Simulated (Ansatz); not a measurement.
# C2H7SSi: the cost of one run

Program: Ansatz 0.2.0, driven from Python. Level of theory: r2SCAN/def2-SVPD. These are calculated values, not measurements.

## (1) The system

Bond lengths: C1–Si2 1.796 Å, Si2–C3 1.819 Å, Si2–S4 2.129 Å, C1–H5 1.108 Å, C1–H6 1.107 Å, C1–H7 1.123 Å, Si2–H8 1.446 Å, C3–H9 1.095 Å, C3–H10 1.133 Å, C3–H11 1.104 Å. Angles (14 of 18 angles, heavy atoms first): C1–Si2–C3 110.6°, C1–Si2–S4 109.9°, C3–Si2–S4 107.0°, C1–Si2–H8 110.4°, C3–Si2–H8 108.6°, S4–Si2–H8 110.3°, Si2–C1–H5 114.7°, Si2–C1–H6 115.1°, Si2–C1–H7 112.5°, Si2–C3–H9 114.5°, Si2–C3–H10 112.4°, Si2–C3–H11 113.1°, H5–C1–H6 106.9°, H5–C1–H7 103.1°.

The script holds or builds the structure itself.

## (2) The script

File c2h7ssi.py:

```python
"""Single point of C2H7SSi."""

import sys

import ansatz as az


def main() -> None:
    geometry_ang = [
        ("C", [-0.9056, 1.1957, -0.1614]),
        ("Si", [-0.4273, -0.5352, -0.1408]),
        ("C", [1.2907, -0.7179, 0.4282]),
        ("S", [-0.5172, -1.3343, -2.1116]),
        ("H", [-0.3173, 1.831, -0.8529]),
        ("H", [-0.8947, 1.6979, 0.8253]),
        ("H", [-1.9615, 1.3461, -0.5128]),
        ("H", [-1.2889, -1.2858, 0.7445]),
        ("H", [2.0266, -0.1603, -0.1604]),
        ("H", [1.4406, -0.3244, 1.4804]),
        ("H", [1.62, -1.7698, 0.4819]),
    ]
    system = az.Crystal.molecule()
    for symbol, xyz in geometry_ang:
        system = system.atom(symbol, xyz)

    setup = system.calculation()
    setup = setup.basis(gaussian="def2-SVPD").functional("r2SCAN")
    setup = setup.spin("collinear", total=1)
    setup = setup.accuracy("medium")
    try:
        report = setup.run(threads=1).report
    except az.AnsatzError as error:
        sys.exit(f"{type(error).__name__}: {error}")

    for key in ("converged", "free_energy_ev", "reference_energy_ev", "n_frozen", "n_occupied", "n_virtual"):
        print(f"{key:22s} {report[key]}")

    state = report["mean_field"]["state"]
    print(f"mean field: {state['energy']['hartree']:.7f} Ha, <S^2> = {abs(state['spin_squared']):.4f}, stability: {state.get('stability', {}).get('kind')}")


if __name__ == "__main__":
    main()
```

## (3) The run

Started as:

```console
$ python c2h7ssi.py
```

What time and memory should one allow on 1 thread of INTEL XEON PLATINUM 8581C at 2.30GHz (Emerald Rapids), shared host?

About 31 s, with a peak of 0.47 GiB.
